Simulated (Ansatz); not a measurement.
# GaH4NS2: from a rough start to a minimum

Aim: relax GaH4NS2 from a cheap starting geometry, check the end point by its vibrations and derive ideal-gas thermochemistry, and look at its orbitals and charge.

The runs use Ansatz 0.2.0, Gaussian basis; RKS PBE0-D4/def2-TZVP.

The runs, in order: relaxation at PBE0-D4/def2-TZVP; harmonic vibrations at the same level; a single point in def2-TZVPP for the fields.

## 1. The starting structure

SMILES `[NH2][Ga]([SH])[SH]`, 8 atoms, charge 0, spin multiplicity 1.

Atoms are counted from 1 here; the program's logs count them from 0.

Bond lengths: N1–Ga2 1.822 Å, N1–H5 1.013 Å, N1–H6 1.013 Å, Ga2–S3 2.232 Å, Ga2–S4 2.231 Å, S3–H7 1.332 Å, S4–H8 1.333 Å. Angles: Ga2–N1–H5 123.5°, Ga2–N1–H6 124.0°, H5–N1–H6 109.5°, N1–Ga2–S3 117.7°, N1–Ga2–S4 118.0°, S3–Ga2–S4 124.2°, Ga2–S3–H7 93.9°, Ga2–S4–H8 93.9°.

As a file:

```xyz
8

N    -0.6409    1.6060   -0.5785
Ga   -0.0044    0.0009    0.0025
S     2.1367   -0.1027    0.6242
S    -1.4385   -1.7013    0.1561
H    -0.0473    2.3967   -0.7978
H    -1.5474    1.7326   -1.0124
H     2.0577   -1.3747    1.0118
H    -0.5159   -2.5575    0.5941
```

The start is a GFN2-xTB geometry.

## 2. Relaxation at PBE0-D4/def2-TZVP

Input file in.yaml:

```yaml
crystal:
  periodic: [false, false, false]
  atoms:
    - {symbol: N, position_ang: [-0.640880, 1.606050, -0.578500]}
    - {symbol: Ga, position_ang: [-0.004410, 0.000860, 0.002460]}
    - {symbol: S, position_ang: [2.136710, -0.102720, 0.624200]}
    - {symbol: S, position_ang: [-1.438500, -1.701280, 0.156120]}
    - {symbol: H, position_ang: [-0.047290, 2.396720, -0.797810]}
    - {symbol: H, position_ang: [-1.547420, 1.732640, -1.012400]}
    - {symbol: H, position_ang: [2.057740, -1.374750, 1.011820]}
    - {symbol: H, position_ang: [-0.515940, -2.557520, 0.594110]}
basis:
  gaussian: {orbitals: def2-TZVP}
hamiltonian: {xc: pbe0, dispersion: d4}
relax: {f_tol: 0.005, max_steps: 150}
```

Run with:

```
> ansatz run in.yaml --threads 2 --pin off --events-out ev --progress --plain --max-ram 32768MiB --backend cpu
```

The runs that follow: Harmonic vibrations; A single point for the fields.

Before running them: what should the planned runs give, taken together? Wanted: point group; shift from the start; total energy; dispersion term; dipole moment; lowest, highest wavenumber; zero-point energy; HOMO, LUMO.

As calculated:

```
                  quantity            value
               point group               Cs
                     steps                8
shift from the start (rms)          0.036 Å
              total energy   -75592.1541 eV
           dispersion term         -185 meV
             dipole moment           0.54 D
lowest, highest wavenumber    95, 3729 cm⁻¹
         zero-point energy     115.2 kJ/mol
       entropy at 298.15 K  375.6 J/(mol K)
                HOMO, LUMO  -7.35, -0.43 eV
```

What this shows: The relaxed geometry lies 0.04 Å (rms) from the start; the bond that changed most is Ga2–S3, from 2.232 to 2.200 Å. All wavenumbers are real, so the end point is a minimum. The stiffest mode, 3729 cm⁻¹, is an N–H stretch, and 5 modes under 200 cm⁻¹ make the vibrational entropy uncertain. Harmonic hybrid wavenumbers usually lie a few per cent above measured fundamentals. The largest Mulliken charge, -0.63 e, sits on N1. The HOMO lies mostly on N1 49 %; S3, S4 about 15 % each and the LUMO on Ga2 37 %; S3, S4 about 19 % each.
